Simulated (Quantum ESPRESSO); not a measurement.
# BiTe (Fm-3m) in Quantum ESPRESSO: settings compared

The runs below take BiTe through phonons, energy-loss spectrum, with RPBE, PBE.

Program: Quantum ESPRESSO 7.5. These are calculated values, not measurements. Logs are shortened: lines on timing, memory, paths and dates and some standing lists are left out, and cuts for length are marked.

### Step 1. The structure

Symmetry: Fm-3m, No. 225, cubic system. The conventional cell has a = 6.470 Å, b = 6.470 Å, c = 6.470 Å, α = 90.00°, β = 90.00°, γ = 90.00°. Bi (site symmetry m-3m) is surrounded by 6 Te at 3.23 Å. Around Te (site symmetry m-3m) lie 6 Bi at 3.23 Å.

### Step 2. Phonons, RPBE

File pw.in:

```
&CONTROL
  calculation = 'scf'
  prefix = 'pwscf'
  outdir = './tmp'
  pseudo_dir = './pseudo'
  tprnfor = .true.
  tstress = .true.
  disk_io = 'low'
/
&SYSTEM
  ibrav = 0
  nat = 2
  ntyp = 2
  ecutwfc = 45
  ecutrho = 270
  nbnd = 17
  input_dft = 'rpbe'
  occupations = 'smearing'
  smearing = 'mv'
  degauss = 0.01469973
/
&ELECTRONS
  conv_thr = 4d-10
  electron_maxstep = 120
  mixing_beta = 0.1
/
ATOMIC_SPECIES
Bi   208.9804 Bi.GGA_PBE-JTH.UPF
Te   127.6000 Te.GGA_PBE-JTH.UPF
CELL_PARAMETERS angstrom
   0.0000000000    3.2350000000    3.2350000000
   3.2350000000    0.0000000000    3.2350000000
   3.2350000000    3.2350000000    0.0000000000
ATOMIC_POSITIONS crystal
Bi     0.0000000000    0.0000000000    0.0000000000
Te     0.5000000000    0.5000000000    0.5000000000
K_POINTS automatic
7 7 7 0 0 0
```

File scf2.in:

```
&CONTROL
  calculation = 'scf'
  prefix = 'pwscf'
  outdir = './tmp'
  pseudo_dir = './pseudo'
  tprnfor = .true.
  tstress = .true.
  disk_io = 'low'
/
&SYSTEM
  ibrav = 0
  nat = 2
  ntyp = 2
  ecutwfc = 45
  ecutrho = 270
  nbnd = 17
  input_dft = 'rpbe'
  occupations = 'smearing'
  smearing = 'mv'
  degauss = 0.01469973
/
&ELECTRONS
  conv_thr = 1d-13
  electron_maxstep = 120
  mixing_beta = 0.1
  startingpot = 'file'
  startingwfc = 'file'
/
ATOMIC_SPECIES
Bi   208.9804 Bi.GGA_PBE-JTH.UPF
Te   127.6000 Te.GGA_PBE-JTH.UPF
CELL_PARAMETERS angstrom
   0.0000000000    3.2350000000    3.2350000000
   3.2350000000    0.0000000000    3.2350000000
   3.2350000000    3.2350000000    0.0000000000
ATOMIC_POSITIONS crystal
Bi     0.0000000000    0.0000000000    0.0000000000
Te     0.5000000000    0.5000000000    0.5000000000
K_POINTS automatic
7 7 7 0 0 0
```

File ph.in:

```
phonons of BiTe
&INPUTPH
  prefix = 'pwscf'
  outdir = './tmp'
  tr2_ph = 1d-18
  fildyn = 'dyn'
  niter_ph = 90
  alpha_mix(1) = 0.4
/
0.0000000000 0.0000000000 0.0000000000
```

File dynmat.in:

```
&INPUT
  fildyn = 'dyn'
  asr = 'crystal'
  filout = 'dynmat.disp'
  fileig = 'dynmat.eig'
/
```

File relax_v0.99.in:

```
&CONTROL
  calculation = 'relax'
  prefix = 'pwscf'
  outdir = './tmp'
  pseudo_dir = './pseudo'
  tprnfor = .true.
  tstress = .true.
  disk_io = 'low'
  nstep = 30
  forc_conv_thr = 0.0001
  etot_conv_thr = 1d-06
/
&SYSTEM
  ibrav = 0
  nat = 2
  ntyp = 2
  ecutwfc = 45
  ecutrho = 270
  nbnd = 17
  input_dft = 'rpbe'
  occupations = 'smearing'
  smearing = 'mv'
  degauss = 0.01469973
/
&ELECTRONS
  conv_thr = 1d-13
  electron_maxstep = 120
  mixing_beta = 0.1
/
&IONS
  ion_dynamics = 'bfgs'
/
ATOMIC_SPECIES
Bi   208.9804 Bi.GGA_PBE-JTH.UPF
Te   127.6000 Te.GGA_PBE-JTH.UPF
CELL_PARAMETERS angstrom
   0.0000000000    3.2241805212    3.2241805212
   3.2241805212    0.0000000000    3.2241805212
   3.2241805212    3.2241805212    0.0000000000
ATOMIC_POSITIONS crystal
Bi     0.0000000000    0.0000000000    0.0000000000
Te     0.5000000000    0.5000000000    0.5000000000
K_POINTS automatic
7 7 7 0 0 0
```

File ph_v0.99.in:

```
phonons at 0.99 of the volume
&INPUTPH
  prefix = 'pwscf'
  outdir = './tmp'
  tr2_ph = 1d-18
  fildyn = 'dyn_v0.99'
  niter_ph = 90
  alpha_mix(1) = 0.4
/
0.0000000000 0.0000000000 0.0000000000
```

File relax_v1.01.in:

```
&CONTROL
  calculation = 'relax'
  prefix = 'pwscf'
  outdir = './tmp'
  pseudo_dir = './pseudo'
  tprnfor = .true.
  tstress = .true.
  disk_io = 'low'
  nstep = 30
  forc_conv_thr = 0.0001
  etot_conv_thr = 1d-06
/
&SYSTEM
  ibrav = 0
  nat = 2
  ntyp = 2
  ecutwfc = 45
  ecutrho = 270
  nbnd = 17
  input_dft = 'rpbe'
  occupations = 'smearing'
  smearing = 'mv'
  degauss = 0.01469973
/
&ELECTRONS
  conv_thr = 1d-13
  electron_maxstep = 120
  mixing_beta = 0.1
/
&IONS
  ion_dynamics = 'bfgs'
/
ATOMIC_SPECIES
Bi   208.9804 Bi.GGA_PBE-JTH.UPF
Te   127.6000 Te.GGA_PBE-JTH.UPF
CELL_PARAMETERS angstrom
   0.0000000000    3.2457475873    3.2457475873
   3.2457475873    0.0000000000    3.2457475873
   3.2457475873    3.2457475873    0.0000000000
ATOMIC_POSITIONS crystal
Bi     0.0000000000    0.0000000000    0.0000000000
Te     0.5000000000    0.5000000000    0.5000000000
K_POINTS automatic
7 7 7 0 0 0
```

File ph_v1.01.in:

```
phonons at 1.01 of the volume
&INPUTPH
  prefix = 'pwscf'
  outdir = './tmp'
  tr2_ph = 1d-18
  fildyn = 'dyn_v1.01'
  niter_ph = 90
  alpha_mix(1) = 0.4
/
0.0000000000 0.0000000000 0.0000000000
```

Potentials or basis: JTH 2.0 PBE.

Command:

```bash
> OMP_NUM_THREADS=1 pw.x -in pw.in > pw.out
> OMP_NUM_THREADS=1 pw.x -in scf2.in > scf2.out
> OMP_NUM_THREADS=1 ph.x -in ph.in > ph.out
> OMP_NUM_THREADS=1 dynmat.x -in dynmat.in > dynmat.out
> OMP_NUM_THREADS=1 pw.x -in relax_v0.99.in > relax_v0.99.out
> OMP_NUM_THREADS=1 ph.x -in ph_v0.99.in > ph_v0.99.out
> OMP_NUM_THREADS=1 pw.x -in relax_v1.01.in > relax_v1.01.out
> OMP_NUM_THREADS=1 ph.x -in ph_v1.01.in > ph_v1.01.out
```

pw.out:

```text
This program is part of the open-source Quantum ESPRESSO suite
     for quantum simulation of materials; please cite
         "P. Giannozzi et al., J. Phys.:Condens. Matter 21 395502 (2009);
         "P. Giannozzi et al., J. Phys.:Condens. Matter 29 465901 (2017);
         "P. Giannozzi et al., J. Chem. Phys. 152 154105 (2020);
     in publications or presentations arising from this work. More details at

     file Bi.GGA_PBE-JTH.UPF: wavefunction(s)  6S 0S 6P 0P 5D 0D renormalized
     file Te.GGA_PBE-JTH.UPF: wavefunction(s)  0S 0P renormalized

     IMPORTANT: XC functional enforced from input :
     Exchange-correlation= RPBE
                           (   1   4  44   4   0   0   0)
     Any further DFT definition will be discarded
     Please, verify this is what you really want

     Message from routine setup:
     using ibrav=0 with symmetry is DISCOURAGED, use correct ibrav instead

     G-vector sticks info
     --------------------
     sticks:   dense  smooth     PW     G-vecs:    dense   smooth      PW
     Sum        1393     925    283                34327    18643    3119

     Using Slab Decomposition

     bravais-lattice index     =            0
     lattice parameter (alat)  =       8.6455  a.u.
     unit-cell volume          =     456.9298 (a.u.)^3
     number of atoms/cell      =            2
     number of atomic types    =            2
     number of electrons       =        21.00
     number of Kohn-Sham states=           17
     kinetic-energy cutoff     =      45.0000  Ry
     charge density cutoff     =     270.0000  Ry
     scf convergence threshold =      4.0E-10
     mixing beta               =       0.1000
     number of iterations used =            8  plain     mixing
     Exchange-correlation= RPBE
                           (   1   4  44   4   0   0   0)

     celldm(1)=   8.645461  celldm(2)=   0.000000  celldm(3)=   0.000000
     celldm(4)=   0.000000  celldm(5)=   0.000000  celldm(6)=   0.000000

     crystal axes: (cart. coord. in units of alat)
               a(1) = (   0.000000   0.707107   0.707107 )
               a(2) = (   0.707107   0.000000   0.707107 )
               a(3) = (   0.707107   0.707107   0.000000 )

     reciprocal axes: (cart. coord. in units 2 pi/alat)
               b(1) = ( -0.707107  0.707107  0.707107 )
               b(2) = (  0.707107 -0.707107  0.707107 )
               b(3) = (  0.707107  0.707107 -0.707107 )

     PseudoPot. # 1 for Bi read from file:
     Bi.GGA_PBE-JTH.UPF
     Pseudo is Projector augmented-wave + core cor, Zval = 15.0
     Generated using ATOMPAW code
     Shape of augmentation charge: BESSEL
     Using radial grid of 1131 points,  6 beta functions with:
                l(1) =   0
                l(2) =   0
                l(3) =   1
                l(4) =   1
                l(5) =   2
                l(6) =   2
     Q(r) pseudized with 0 coefficients

     PseudoPot. # 2 for Te read from file:
     Te.GGA_PBE-JTH.UPF
     Pseudo is Projector augmented-wave + core cor, Zval =  6.0
     Generated using ATOMPAW code
     Shape of augmentation charge: SINC**2
     Using radial grid of 1093 points,  4 beta functions with:
                l(1) =   0
                l(2) =   0
                l(3) =   1
                l(4) =   1
     Q(r) pseudized with 0 coefficients

     atomic species   valence    mass     pseudopotential
     Bi               15.00   208.98040     Bi( 1.00)
     Te                6.00   127.60000     Te( 1.00)

     48 Sym. Ops., with inversion, found

   Cartesian axes

     site n.     atom                  positions (alat units)
         1        Bi     tau(   1) = (   0.0000000   0.0000000   0.0000000  )
         2        Te     tau(   2) = (   0.7071068   0.7071068   0.7071068  )

     number of k points=    20  Marzari-Vanderbilt smearing, width (Ry)=  0.0147
                       cart. coord. in units 2pi/alat
        k(    1) = (   0.0000000   0.0000000   0.0000000), wk =   0.0058309
        k(    2) = (   0.1010153   0.1010153  -0.1010153), wk =   0.0466472
        k(    3) = (   0.2020305   0.2020305  -0.2020305), wk =   0.0466472
        k(    4) = (   0.3030458   0.3030458  -0.3030458), wk =   0.0466472
        k(    5) = (   0.2020305  -0.0000000   0.0000000), wk =   0.0349854
        k(    6) = (   0.3030458   0.1010153  -0.1010153), wk =   0.1399417
[... 12 lines left out ...]
        k(   19) = (  -0.1010153  -0.5050763   0.7071068), wk =   0.1399417
        k(   20) = (   0.0000000  -0.4040610   0.6060915), wk =   0.1399417

     Dense  grid:    34327 G-vectors     FFT dimensions: (  45,  45,  45)

     Smooth grid:    18643 G-vectors     FFT dimensions: (  40,  40,  40)

     Initial potential from superposition of free atoms

     starting charge      20.9990, renormalised to      21.0000

     negative rho (up, down):  5.283E-03 0.000E+00
     Starting wfcs are   26 randomized atomic wfcs

     Self-consistent Calculation

     iteration #  1     ecut=    45.00 Ry     beta= 0.10
     Davidson diagonalization with overlap
     ethr =  1.00E-02,  avg # of iterations =  8.2

     Threshold (ethr) on eigenvalues was too large:
     Diagonalizing with lowered threshold

     Davidson diagonalization with overlap
     c_bands:  1 eigenvalues not converged
     ethr =  5.85E-05,  avg # of iterations = 10.0

     negative rho (up, down):  5.303E-03 0.000E+00

     total energy              =   -1270.79376228 Ry
     estimated scf accuracy    <       0.01287096 Ry

     iteration #  2     ecut=    45.00 Ry     beta= 0.10
     Davidson diagonalization with overlap
     ethr =  6.13E-05,  avg # of iterations =  1.4
[... 19 lines left out ...]
     negative rho (up, down):  5.028E-03 0.000E+00

     total energy              =   -1270.79319246 Ry
     estimated scf accuracy    <       0.00042644 Ry

     iteration #  5     ecut=    45.00 Ry     beta= 0.10
     Davidson diagonalization with overlap
     c_bands:  1 eigenvalues not converged
     c_bands:  1 eigenvalues not converged
     c_bands:  1 eigenvalues not converged
     ethr =  2.03E-06,  avg # of iterations =  5.5

     negative rho (up, down):  5.043E-03 0.000E+00

     total energy              =   -1270.79333125 Ry
     estimated scf accuracy    <       0.00004650 Ry

     iteration #  6     ecut=    45.00 Ry     beta= 0.10
     Davidson diagonalization with overlap
     c_bands:  1 eigenvalues not converged
     ethr =  2.21E-07,  avg # of iterations =  5.2

     negative rho (up, down):  5.014E-03 0.000E+00

     total energy              =   -1270.79326450 Ry
     estimated scf accuracy    <       0.00017769 Ry

     iteration #  7     ecut=    45.00 Ry     beta= 0.10
     Davidson diagonalization with overlap
     ethr =  2.21E-07,  avg # of iterations =  2.2
[... 96 lines left out ...]
     iteration # 18     ecut=    45.00 Ry     beta= 0.10
     Davidson diagonalization with overlap
     ethr =  2.64E-11,  avg # of iterations =  2.0

     negative rho (up, down):  4.955E-03 0.000E+00

     End of self-consistent calculation

          k = 0.0000 0.0000 0.0000 (  2277 PWs)   bands (ev):

   -14.7436 -14.7436 -14.7428 -14.7428 -14.7428  -5.0530   0.3494   5.9127
     5.9127   5.9127  10.6859  10.6859  10.6859  13.1973  13.1973  13.1973
    14.6709

          k = 0.1010 0.1010-0.1010 (  2334 PWs)   bands (ev):

   -14.7444 -14.7444 -14.7424 -14.7415 -14.7415  -4.8710  -0.0934   5.9715
     5.9715   6.0881   9.9062  10.0034  10.0034  13.1037  13.5768  13.5768
    15.8019
[... 7 lines left out ...]
          k = 0.3030 0.3030-0.3030 (  2340 PWs)   bands (ev):

   -14.7477 -14.7477 -14.7409 -14.7357 -14.7357  -3.4917  -2.3348   6.4629
     6.4629   6.7856   7.8376   7.9779   7.9779  15.1677  16.2643  16.2643
    17.2408

          k = 0.2020-0.0000 0.0000 (  2313 PWs)   bands (ev):

   -14.7457 -14.7435 -14.7428 -14.7409 -14.7409  -4.8134  -0.1596   5.5697
     5.5697   6.8371   8.5653  10.8449  10.8449  12.3241  14.1661  14.1661
    15.0962

          k = 0.3030 0.1010-0.1010 (  2317 PWs)   bands (ev):

   -14.7478 -14.7435 -14.7431 -14.7388 -14.7378  -4.4066  -0.8612   5.4088
     5.4544   6.4655   8.4666  10.3114  10.3689  12.3086  15.0886  15.2998
    16.3978
[... 19 lines left out ...]
          k =-0.0000-0.2020 0.2020 (  2325 PWs)   bands (ev):

   -14.7455 -14.7450 -14.7421 -14.7407 -14.7387  -4.5742  -0.6538   5.2022
     6.4660   6.6949   8.6090   8.7114  10.9739  13.0415  13.7107  15.0614
    15.5159

          k = 0.4041-0.0000 0.0000 (  2321 PWs)   bands (ev):

   -14.7511 -14.7449 -14.7409 -14.7365 -14.7365  -4.1599  -0.9587   4.9321
     4.9321   5.0608   9.9910  11.3449  11.3901  11.3901  15.8750  16.1613
    16.4921

          k = 0.5051 0.1010-0.1010 (  2338 PWs)   bands (ev):

   -14.7530 -14.7444 -14.7413 -14.7350 -14.7343  -3.6439  -1.5244   4.0276
     4.8367   4.8738  10.9067  11.0327  11.2903  11.6561  16.9739  17.4829
    17.7875

          k =-0.1010-0.5051 0.5051 (  2325 PWs)   bands (ev):

   -14.7522 -14.7431 -14.7414 -14.7358 -14.7343  -2.9871  -2.3458   3.5804
     5.1492   5.2321  10.0056  10.0354  12.0535  12.8618  15.8579  16.6623
    18.4767

          k = 0.0000-0.4041 0.4041 (  2321 PWs)   bands (ev):

   -14.7495 -14.7450 -14.7384 -14.7379 -14.7363  -3.2825  -2.2019   3.8379
     5.8410   5.9445   8.8628   8.9783  12.0091  14.4794  14.8805  15.2620
    17.0837

          k = 0.6061-0.0000 0.0000 (  2337 PWs)   bands (ev):

   -14.7562 -14.7461 -14.7393 -14.7329 -14.7329  -3.4331  -1.4260   3.1079
     4.5077   4.5077  10.8301  11.9952  11.9952  12.8332  17.1475  17.2172
    19.2186

          k =-0.0000-0.6061 0.6061 (  2328 PWs)   bands (ev):

   -14.7557 -14.7449 -14.7401 -14.7333 -14.7329  -3.1827  -1.7582   2.9357
     4.6137   4.6461  11.0918  11.4235  11.6731  13.2244  17.1730  17.8690
    18.3124

          k = 0.4041 0.2020 0.0000 (  2336 PWs)   bands (ev):

   -14.7497 -14.7435 -14.7427 -14.7366 -14.7362  -3.9226  -1.4390   4.5362
     5.2872   6.0087   9.1666   9.6030  11.4316  12.4678  15.8043  16.1848
    17.2724

          k =-0.2020-0.4041 0.6061 (  2322 PWs)   bands (ev):

   -14.7505 -14.7445 -14.7403 -14.7371 -14.7346  -3.1957  -2.2503   4.2011
     4.4813   6.6383   8.2186  10.6024  11.3664  13.4142  15.2052  16.9906
    17.8064

          k =-0.1010-0.5051 0.7071 (  2324 PWs)   bands (ev):

   -14.7539 -14.7436 -14.7414 -14.7351 -14.7329  -3.2014  -1.8975   3.3448
     4.1005   5.5962   9.8463  11.5827  12.4360  12.4414  15.9575  17.5026
    18.7960

          k = 0.0000-0.4041 0.6061 (  2325 PWs)   bands (ev):

   -14.7524 -14.7430 -14.7404 -14.7378 -14.7330  -2.7998  -2.4170   3.3895
     3.9709   6.4873   8.5883  11.7151  12.5661  13.2397  14.4022  18.0195
    18.1539

     the Fermi energy is     8.5224 ev

!    total energy              =   -1270.79330328 Ry
     total all-electron energy =     -1270.793303 Ry
     estimated scf accuracy    <          1.9E-10 Ry
     smearing contrib. (-TS)   =      -0.00073456 Ry
     internal energy E=F+TS    =   -1270.79256872 Ry

     The total energy is F=E-TS. E is the sum of the following terms:
     one-electron contribution =     -56.48532939 Ry
     hartree contribution      =      45.49937470 Ry
     xc contribution           =     -25.30290587 Ry
     ewald contribution        =    -113.91630704 Ry
     one-center paw contrib.   =   -1120.58740112 Ry

     convergence has been achieved in  18 iterations

     negative rho (up, down):  4.955E-03 0.000E+00

     Forces acting on atoms (cartesian axes, Ry/au):

     atom    1 type  1   force =     0.00000000    0.00000000    0.00000000
     atom    2 type  2   force =     0.00000000    0.00000000    0.00000000

     Total force =     0.000000     Total SCF correction =     0.000000

     Computing stress (Cartesian axis) and pressure

     negative rho (up, down):  4.955E-03 0.000E+00
          total   stress  (Ry/bohr**3)                   (kbar)     P=       20.63
   0.00014026  -0.00000000  -0.00000000           20.63       -0.00       -0.00
  -0.00000000   0.00014026  -0.00000000           -0.00       20.63       -0.00
  -0.00000000  -0.00000000   0.00014026           -0.00       -0.00       20.63

=------------------------------------------------------------------------------=
   JOB DONE.
=------------------------------------------------------------------------------=
```

It took 25 min on 1 thread of Arm Neoverse V1, shared host; peak memory 0.18 GiB.

Results:

```yaml
Free_energy: -17290.0237 eV
Pressure_after_relaxing: 2.1 GPa
Band_gap_on_the_k_mesh: none (metal or under the smearing width)
Highest_phonon_frequency_at_Γ: 103 cm⁻¹
```

Phonon frequencies in cm⁻¹ (negative: imaginary):
| q point | frequencies |
| --- | --- |
| (0.000, 0.000, 0.000) | 1 1 1 103 103 103 |

Mode Grüneisen parameters of phonons at Γ, in order of frequency: n/a, n/a, n/a, 2.77, 2.77, 2.77

Optical modes at Γ, degenerate ones joined:
```
cm⁻¹  components  symmetry  active in
 102           3       T1u         IR
```

Frequencies at 99 % and 101 % of the volume (pressures 2.6 and 1.5 GPa), ions relaxed:
| mode | 99 % (cm⁻¹) | 101 % (cm⁻¹) | Grüneisen parameter |
| --- | --- | --- | --- |
| 4 | 105.4 | 99.7 | 2.77 |
| 5 | 105.4 | 99.7 | 2.77 |
| 6 | 105.4 | 99.7 | 2.77 |

Caveat: the potentials were made for another functional, which shifts forces and pressure; the cutoff is low for these files, which shifts pressure and relaxed volume; spin-orbit coupling is left out, which moves the levels of the heavy elements.

[end of part 1 of 2]
